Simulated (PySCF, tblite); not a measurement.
# C4H8O2Si: geometry, infrared bands and NMR shifts

What infrared bands and NMR shifts should C4H8O2Si (`C=C(C[SiH3])C(=O)O`) show?

The runs use tblite 0.8.0 and PySCF 2.14.0, with density-fitted response routines of our own; the level of theory stands in each step. All values are computed, except where a source is named. Atoms count from 0, in the outputs and in this text.

### 1 Starting geometry

15 atoms, charge 0, multiplicity 1; geometry from: force field or distance geometry start.

Bonds of the start (Å): C0–C1 1.34, C1–C2 1.50, C2–Si3 1.88, C1–C4 1.49, C4–O5 1.21, C4–O6 1.35, C0–H7 1.08, C0–H8 1.09, C2–H9 1.10, C2–H10 1.09, Si3–H11 1.49, Si3–H12 1.49, Si3–H13 1.48, O6–H14 0.97.

### 2 Relaxing the molecule with GFN2-xTB

What the job is given:

```
{"job": {"kind": "relax", "xc": "GFN2-xTB", "basis": "xTB"}, "charge": 0, "multiplicity": 1}
C      1.205100     1.448600    -0.356300
C      0.615500     0.386000     0.211400
C     -0.718400     0.453600     0.903700
Si    -2.146400    -0.319800    -0.045800
C      1.316200    -0.931500     0.287800
O      0.927300    -1.902100     0.903300
O      2.445400    -0.972200    -0.450800
H      2.183200     1.404400    -0.816500
H      0.706000     2.413700    -0.377900
H     -0.995100     1.505200     1.090300
H     -0.659500    -0.005100     1.891900
H     -3.400300    -0.228800     0.760200
H     -1.891800    -1.755100    -0.334400
H     -2.359400     0.390900    -1.322800
H      2.767800    -1.879800    -0.308600
```

Started as:

```bash
$ OMP_NUM_THREADS=1 python probes_run.py task.json out
```

One launch serves the whole session: the jobs run in the order shown.

**Question.** This job is followed by: GFN2-xTB harmonic vibrations, gas phase; GIAO PBE0/pcSseg-1 NMR shielding, non-relativistic, gas phase. What will the session give for the following? strongest single infrared mode (GFN2-xTB); zero-point energy (GFN2-xTB); 13C shifts against TMS (PBE0/pcSseg-1); 1H shifts against TMS (PBE0/pcSseg-1, means over atoms taken as alike); 29Si shifts against TMS (PBE0/pcSseg-1); 17O shifts against H2O (PBE0/pcSseg-1).

The runs gave:

| quantity | value |
| --- | --- |
| strongest single infrared mode (GFN2-xTB) | 1751 cm⁻¹, 402 km/mol |
| zero-point energy (GFN2-xTB) | 66.8 kcal/mol |
| 13C shifts against TMS (PBE0/pcSseg-1) | 171.7, 145.9, 132.7, 19.6 ppm |
| 1H shifts against TMS (PBE0/pcSseg-1, means over atoms taken as alike) | 6.61, 6.10, 6.04, 3.99, 2.03 ppm |
| 29Si shifts against TMS (PBE0/pcSseg-1) | -61.4 ppm |
| 17O shifts against H2O (PBE0/pcSseg-1) | 435.5, 199.9 ppm |

**Reading.** The optimisation took 67 steps and gained 0.117 eV; among the close pairs (by a distance rule), C2–Si3 changed most, from 1.881 to 1.915 Å. All 39 modes are real, so the xTB geometry is a minimum. The strongest single mode, at 1751 cm⁻¹, moves mainly C4 and O5. Unscaled tight-binding wavenumbers are off by several per cent, some by more. Its intensities can rank the bands wrongly. The most deshielded carbon is C4 (carboxylic acid carbon), at 171.7 ppm: it is a carbonyl in resonance with an O or N lone pair, the region of acids, esters and amides. At PBE0/pcSseg-1: Shielding is most anisotropic at O5 (span 612 ppm, paramagnetic term -504 ppm).
